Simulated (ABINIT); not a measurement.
Ba2Tl5V3O12:

```
Ba V Tl O
1.0
     4.23698    2.44622    6.12840
    -4.23698    2.44622    6.12840
     0.00000   -4.89244    6.12840
Ba V Tl O
2 3 5 12
Direct
  0.50000 0.50000 0.50000
  0.00000 0.00000 0.00000
  0.50000 0.50000 0.00000
  0.00000 0.50000 0.50000
  0.50000 0.00000 0.50000
  0.00000 0.00000 0.50000
  0.50000 0.00000 0.00000
  0.00000 0.50000 0.00000
  0.74045 0.74045 0.74045
  0.25955 0.25955 0.25955
  0.71652 0.08089 0.41242
  0.41242 0.71652 0.08089
  0.08089 0.41242 0.71652
  0.58757 0.91911 0.28348
  0.91911 0.28348 0.58757
  0.28348 0.58757 0.91911
  0.28348 0.91911 0.58757
  0.58757 0.28348 0.91911
  0.91911 0.58757 0.28348
  0.41242 0.08089 0.71652
  0.08089 0.71652 0.41242
  0.71652 0.41242 0.08089
```

The cell was built by a generator and needn't be a form met in nature.

| Item | Value |
| --- | --- |
| Program | ABINIT 10.8.3 (patched build) |
| Task | relaxation of cell and atoms |
| Functional | PBE |
| Dispersion | D3(BJ) |
| Potentials or basis | Ansatz PAW PBE default generated set, frozen core |
| Cutoff | 435 eV |
| k mesh | 2 × 2 × 2 |
| Occupations | fermi-dirac, width 0.05 eV |
| Spin | collinear spin, ferromagnetic start |
| Starting moments | [0.0, 0.0, 2.0, 2.0, 2.0, 0.0, 0.0, 0.0, 0.0, 0.0, 0.0, 0.0, 0.0, 0.0, 0.0, 0.0, 0.0, 0.0, 0.0, 0.0, 0.0, 0.0] μB |

At the start: pressure -1.9 GPa; volume 17.32 Å³/atom.

Q: Where does the relaxation end?

A: Over 8 steps the energy falls by 4.2 meV/atom and the volume is 16.71 Å³/atom (-3.6 %); space group R-3m (No. 166, to 0.05 Å); moment 1.44 μB per cell.

Step by step:
| step | energy change (eV) | largest force (eV/Å) | pressure (GPa) | volume (Å³) |
| --- | --- | --- | --- | --- |
| 1 | 0.0000 | 0.0764 | -1.93 | 381.11 |
| 2 | -0.0253 | 0.1005 | -1.45 | 378.86 |
| 3 | -0.0697 | 0.2078 | 0.16 | 366.53 |
| 4 | -0.0875 | 0.1107 | 0.30 | 368.13 |
| 5 | -0.0899 | 0.0530 | 0.01 | 368.66 |
| 6 | -0.0909 | 0.0387 | -0.06 | 368.55 |
| 7 | -0.0924 | 0.0349 | -0.09 | 367.98 |
| 8 | -0.0931 | 0.0165 | -0.04 | 367.57 |

Final structure:
```cif
data_structure
_symmetry_space_group_name_H-M 'P 1'
_symmetry_Int_Tables_number 1
_cell_length_a 7.7452
_cell_length_b 7.7452
_cell_length_c 7.7452
_cell_angle_alpha 65.463
_cell_angle_beta 65.463
_cell_angle_gamma 65.463
_cell_volume 367.57
loop_
_atom_site_label
_atom_site_type_symbol
_atom_site_fract_x
_atom_site_fract_y
_atom_site_fract_z
_atom_site_occupancy
Ba1 Ba 0.50000 0.50000 0.50000 1
Ba2 Ba 0.00000 0.00000 0.00000 1
V1 V 0.50000 0.50000 0.00000 1
V2 V 0.00000 0.50000 0.50000 1
V3 V 0.50000 0.00000 0.50000 1
Tl1 Tl 0.00000 0.00000 0.50000 1
Tl2 Tl 0.50000 0.00000 0.00000 1
Tl3 Tl 0.00000 0.50000 0.00000 1
Tl4 Tl 0.74003 0.74003 0.74003 1
Tl5 Tl 0.25997 0.25997 0.25997 1
O1 O 0.71779 0.08395 0.41089 1
O2 O 0.41089 0.71779 0.08395 1
O3 O 0.08395 0.41089 0.71779 1
O4 O 0.58911 0.91605 0.28221 1
O5 O 0.91605 0.28221 0.58911 1
O6 O 0.28221 0.58911 0.91605 1
O7 O 0.28221 0.91605 0.58911 1
O8 O 0.58911 0.28221 0.91605 1
O9 O 0.91605 0.58911 0.28221 1
O10 O 0.41089 0.08395 0.71779 1
O11 O 0.08395 0.71779 0.41089 1
O12 O 0.71779 0.41089 0.08395 1
```

Caveat: the k mesh is coarse (spacing up to 0.46 Å⁻¹), so the values aren't converged; the atomic spheres overlap; pairwise dispersion overbinds metals, which lowers pressure and volume.
